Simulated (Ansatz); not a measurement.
# CH7FSSi2: how energies converge with the basis set

How large a basis does CH7FSSi2 need? Two functionals are run in growing sets.

Computed with Ansatz 0.2.0, Gaussian basis. Level: one geometry, several basis sets.

Plan: PBE0-D4/def2-SVP; ωB97M-V/def2-SVP; PBE0-D4/def2-QZVPP; ωB97M-V/def2-QZVPP; the functionals' def2-TZVPP values are taken from earlier runs.

## 1. The relaxed structure

All runs share one geometry, relaxed beforehand with PBE0-D4 in a triple-zeta def2 set.

SMILES `C[SiH2]S[SiH2]F`, 12 atoms, charge 0, spin multiplicity 1.

Atoms are counted from 1 here; the program's logs count them from 0.

Bond lengths: C1–Si2 1.860 Å, C1–H6 1.093 Å, C1–H7 1.092 Å, C1–H8 1.092 Å, Si2–S3 2.156 Å, Si2–H9 1.484 Å, Si2–H10 1.487 Å, S3–Si4 2.109 Å, Si4–F5 1.602 Å, Si4–H11 1.480 Å, Si4–H12 1.479 Å. Angles: Si2–C1–H6 110.3°, Si2–C1–H7 110.4°, Si2–C1–H8 110.6°, H6–C1–H7 108.6°, H6–C1–H8 108.5°, H7–C1–H8 108.3°, C1–Si2–S3 111.5°, C1–Si2–H9 111.6°, C1–Si2–H10 110.9°, S3–Si2–H9 104.9°, S3–Si2–H10 108.2°, H9–Si2–H10 109.5°, Si2–S3–Si4 98.6°, S3–Si4–F5 111.2°, S3–Si4–H11 111.6°, S3–Si4–H12 107.2°, F5–Si4–H11 106.1°, F5–Si4–H12 108.2° and more.

## 2. PBE0-D4 in def2-SVP

Contents of in.yaml:

```yaml
crystal:
  periodic: [false, false, false]
  atoms:
    - {symbol: C, position_ang: [-1.872453, 0.311292, -0.036506]}
    - {symbol: Si, position_ang: [-0.631375, -1.048047, -0.305145]}
    - {symbol: S, position_ang: [1.079735, -0.347933, -1.414232]}
    - {symbol: Si, position_ang: [2.140155, 0.549337, 0.173104]}
    - {symbol: F, position_ang: [1.319779, 1.776050, 0.796927]}
    - {symbol: H, position_ang: [-2.742808, -0.070375, 0.504304]}
    - {symbol: H, position_ang: [-1.428344, 1.121868, 0.544973]}
    - {symbol: H, position_ang: [-2.209521, 0.719046, -0.991685]}
    - {symbol: H, position_ang: [-1.194234, -2.148018, -1.127917]}
    - {symbol: H, position_ang: [-0.151347, -1.592962, 0.992778]}
    - {symbol: H, position_ang: [2.364106, -0.400869, 1.285283]}
    - {symbol: H, position_ang: [3.403309, 1.075410, -0.387982]}
basis:
  gaussian: {orbitals: def2-SVP}
hamiltonian: {xc: pbe0, dispersion: d4}
output: {orbitals: {seedname: orbitals}}
```

The runs that follow: ωB97M-V in def2-SVP; PBE0-D4 in def2-QZVPP; ωB97M-V in def2-QZVPP.

**Question.** What will the summary of the whole plan be? Wanted: PBE0-D4: double and triple zeta above quadruple; ωB97M-V: double and triple zeta above quadruple.

**Answer**, as computed:

| quantity | value |
| --- | --- |
| PBE0-D4: double and triple zeta above quadruple | 15.30, 1.09 eV |
| ωB97M-V: double and triple zeta above quadruple | 15.40, 1.02 eV |

What this shows: For PBE0-D4 the step from double to triple zeta gains 14.21 eV and the next only 1.09 eV. These are total energies; as a rule much of such shifts cancels in differences, which this series doesn't test. The LUMO of ωB97M-V is positive and keeps falling with the basis (2.33 to 1.44 eV): an unbound level that the basis holds in place.
